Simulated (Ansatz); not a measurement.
**CH8BGaSi: one species, many methods**

An exercise on one series of results from a longer session: the logs are not shown, and one member is left open.

Computed with Ansatz 0.2.0, Gaussian basis. Level: functionals in def2-TZVPP, the program's frozen cores in correlated methods.

Levels to be run: PBE-D4, r2SCAN-D4, PBE0-D4, B3LYP-D4, ωB97X-V, ωB97M-V, B2PLYP; CCSD(T)/def2-TZVPP; MP2/def2-QZVPP; extrapolation to the limit.

## The relaxed structure

An earlier PBE0-D4 in a triple-zeta def2 set relaxation fixed the geometry.

12 atoms, charge 0, spin multiplicity 1.

Atoms are counted from 1 here; the program's logs count them from 0.

Bond lengths: B1–Si2 2.046 Å, B1–Ga4 2.212 Å, B1–H5 1.205 Å, B1–H6 1.244 Å, B1–H12 1.245 Å, Si2–C3 1.876 Å, Si2–H7 1.490 Å, Si2–H11 1.511 Å, C3–H8 1.092 Å, C3–H9 1.093 Å, C3–H10 1.092 Å. Angles: Si2–B1–Ga4 85.8°, Si2–B1–H5 103.0°, Si2–B1–H6 114.3°, Si2–B1–H12 113.7°, Ga4–B1–H5 171.2°, Ga4–B1–H6 66.0°, Ga4–B1–H12 66.2°, H5–B1–H6 109.5°, H5–B1–H12 109.5°, H6–B1–H12 106.8°, B1–Si2–C3 110.0°, B1–Si2–H7 107.9°, B1–Si2–H11 116.6°, C3–Si2–H7 111.2°, C3–Si2–H11 106.9°, H7–Si2–H11 104.1°, Si2–C3–H8 110.2°, Si2–C3–H9 110.5° and more.

As a file:

```tsv
atom	x (Å)	y (Å)	z (Å)
B1	-1.26752	0.41443	0.72290
Si2	0.70700	0.02794	0.35101
C3	0.99821	-0.09531	-1.49804
Ga4	-1.26861	-1.50422	1.82302
H5	-1.44579	1.47085	0.17155
H6	-1.54836	0.52323	1.92968
H7	1.51070	1.12952	0.95185
H8	0.63593	0.80565	-1.99772
H9	0.45948	-0.94946	-1.91500
H10	2.05920	-0.21598	-1.72555
H11	1.27908	-1.22522	0.97107
H12	-2.04231	-0.43662	0.24902
```

The first run:

in.yaml reads:

```yaml
crystal:
  periodic: [false, false, false]
  atoms:
    - {symbol: B, position_ang: [-1.267518, 0.414433, 0.722898]}
    - {symbol: Si, position_ang: [0.706997, 0.027939, 0.351007]}
    - {symbol: C, position_ang: [0.998207, -0.095312, -1.498036]}
    - {symbol: Ga, position_ang: [-1.268608, -1.504225, 1.823020]}
    - {symbol: H, position_ang: [-1.445794, 1.470846, 0.171554]}
    - {symbol: H, position_ang: [-1.548360, 0.523231, 1.929683]}
    - {symbol: H, position_ang: [1.510699, 1.129525, 0.951845]}
    - {symbol: H, position_ang: [0.635931, 0.805649, -1.997716]}
    - {symbol: H, position_ang: [0.459480, -0.949461, -1.914998]}
    - {symbol: H, position_ang: [2.059198, -0.215982, -1.725546]}
    - {symbol: H, position_ang: [1.279083, -1.225223, 0.971067]}
    - {symbol: H, position_ang: [-2.042315, -0.436621, 0.249020]}
basis:
  gaussian: {orbitals: def2-TZVPP}
hamiltonian: {xc: pbe, dispersion: d4}
output: {forces: true, orbitals: {seedname: orbitals}}
```

On the command line:

```bash
ansatz run in.yaml --threads 4 --pin off --events-out ev --progress --plain --max-ram 10444MiB
```

Steps of the session up to this table: PBE-D4 (GGA); r2SCAN-D4 (meta-GGA); PBE0-D4 (hybrid); B3LYP-D4 (hybrid); ωB97X-V (range-separated); ωB97M-V (range-separated); B2PLYP (double hybrid); CCSD(T) in def2-TZVPP; MP2 in def2-QZVPP.

One of the session's tables, all rows but one given; the rest of the session is left out.

| method | atomisation energy (kJ/mol) |
| --- | --- |
| PBE-D4 | 3855.3 |
| r2SCAN-D4 | 3854.6 |
| PBE0-D4 | 3831.9 |
| B3LYP-D4 | ? |
| ωB97X-V | 3839.0 |
| ωB97M-V | 3837.9 |
| B2PLYP | 3777.9 |
| HF/def2-TZVPP | 2910.8 |
| MP2/def2-TZVPP | 3742.7 |
| CCSD/def2-TZVPP | 3705.1 |
| CCSD(T)/def2-TZVPP | 3748.0 |
| MP2/CBS | 3824.4 |
| CCSD(T)/CBS | 3829.6 |

**Question.** Estimate the row for B3LYP-D4.

The run gave: atomisation energy (kJ/mol): 3831.1. In the column «atomisation energy (kJ/mol)» it lies between CCSD(T)/CBS (3829.6) and PBE0-D4 (3831.9).

Limits of these values: Free atoms (1 B, 1 Si, 1 C, 1 Ga, 8 H) were run apart at each level; the atomisation energy is their sum less the molecule, without zero-point or spin-orbit terms.
